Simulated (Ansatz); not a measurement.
# C2H5BFN: up Jacob's ladder to CCSD(T)

One table from this session's results is given with a row withheld; the runs are named, their logs left out.

Method: functionals in def2-TZVPP, the program's frozen cores in correlated methods; program: Ansatz 0.2.0, Gaussian basis.

The runs, in order: LDA (SPW92), PBE-D4, revPBE-D4, BLYP-D4, r2SCAN-D4, B97M-V, PBE0-D4, B3LYP-D4, r2SCANh-D4, r2SCAN0-D4, HSE06-D4, BHLYP-D4, CAM-B3LYP-D4, LC-ωPBE, ωB97X-V, ωB97M-V, B2PLYP, PBE-QIDH; CCSD(T)/def2-SVP; CCSD(T)/def2-TZVPP; MP2/def2-QZVPP; extrapolation to the limit; RPA on PBE.

### The relaxed structure

An earlier PBE0-D4 in a triple-zeta def2 set relaxation fixed the geometry.

SMILES `C=C(N)BF`, 10 atoms, charge 0, spin multiplicity 1.

Atoms are counted from 1 here; the program's logs count them from 0.

Bond lengths: C1–C2 1.347 Å, C1–H6 1.081 Å, C1–H7 1.086 Å, C2–N3 1.378 Å, C2–B4 1.546 Å, N3–H8 1.005 Å, N3–H9 1.006 Å, B4–F5 1.330 Å, B4–H10 1.196 Å. Angles: C2–C1–H6 119.5°, C2–C1–H7 123.1°, H6–C1–H7 117.4°, C1–C2–N3 124.8°, C1–C2–B4 116.5°, N3–C2–B4 118.7°, C2–N3–H8 116.6°, C2–N3–H9 118.0°, H8–N3–H9 114.3°, C2–B4–F5 119.1°, C2–B4–H10 122.9°, F5–B4–H10 118.0°.

As a file:

```
atom    x (Å)    y (Å)    z (Å)
  C1  -1.0066   0.9632  -0.0325
  C2  -0.1146  -0.0456  -0.0285
  N3  -0.4298  -1.3739   0.1610
  B4   1.3604   0.3383  -0.2871
  F5   2.2962  -0.6043  -0.2146
  H6  -0.6717   1.9696  -0.2429
  H7  -2.0661   0.8193   0.1599
  H8   0.3234  -1.9805   0.4352
  H9  -1.3145  -1.5937   0.5871
 H10   1.7064   1.4563  -0.5345
```

Set-up of the first run:

Contents of in.yaml:

```yaml
crystal:
  periodic: [false, false, false]
  atoms:
    - {symbol: C, position_ang: [-1.006593, 0.963153, -0.032530]}
    - {symbol: C, position_ang: [-0.114633, -0.045557, -0.028459]}
    - {symbol: N, position_ang: [-0.429837, -1.373874, 0.160964]}
    - {symbol: B, position_ang: [1.360442, 0.338281, -0.287130]}
    - {symbol: F, position_ang: [2.296241, -0.604254, -0.214567]}
    - {symbol: H, position_ang: [-0.671749, 1.969557, -0.242887]}
    - {symbol: H, position_ang: [-2.066117, 0.819327, 0.159884]}
    - {symbol: H, position_ang: [0.323370, -1.980473, 0.435153]}
    - {symbol: H, position_ang: [-1.314475, -1.593673, 0.587150]}
    - {symbol: H, position_ang: [1.706351, 1.456314, -0.534478]}
basis:
  gaussian: {orbitals: def2-TZVPP}
hamiltonian: {xc: lda}
output: {orbitals: {seedname: orbitals}}
```

On the command line:

```
$ ansatz run in.yaml --threads 2 --pin off --events-out ev --progress --plain --max-ram 4352MiB
```

Steps of the session up to this table: LDA; PBE-D4 (GGA); revPBE-D4 (GGA); BLYP-D4 (GGA); r2SCAN-D4 (meta-GGA); B97M-V (meta-GGA); PBE0-D4 (hybrid); B3LYP-D4 (hybrid); r2SCANh-D4 (hybrid); r2SCAN0-D4 (hybrid); HSE06-D4 (hybrid); BHLYP-D4 (hybrid); CAM-B3LYP-D4 (range-separated); LC-ωPBE (range-separated); ωB97X-V (range-separated); ωB97M-V (range-separated); B2PLYP (double hybrid); PBE-QIDH (double hybrid).

One table of the session follows, with a row left open; its other results are not shown here.

It belongs to the step «Orbital energies across the functionals». 

```
  functional  HOMO (eV)  gap (eV)
 LDA (SPW92)      -5.47      2.99
      PBE-D4      -5.27      3.07
   revPBE-D4      -5.20      3.10
     BLYP-D4          ?         ?
   r2SCAN-D4      -5.47      3.48
      B97M-V      -5.50      3.53
     PBE0-D4      -6.39      5.11
    B3LYP-D4      -6.18      4.69
  r2SCANh-D4      -5.89      4.24
  r2SCAN0-D4      -6.53      5.38
    HSE06-D4      -5.99      4.33
    BHLYP-D4      -7.38      7.13
CAM-B3LYP-D4      -7.68      7.50
     LC-ωPBE      -8.98      9.97
     ωB97X-V      -8.63      9.56
     ωB97M-V      -8.56      9.32
```

Q: Estimate the row for BLYP-D4 from the others.

Worked estimate for «HOMO (eV)». Against the share of exact exchange, B3LYP-D4 (0.2, -6.18), BHLYP-D4 (0.5, -7.38) give a slope of -4.00 per unit share; at 0 the line stands at -5.38.

**Answer.** HOMO (eV): -5.13; gap (eV): 3.06. In «HOMO (eV)» the line misses by -0.25.
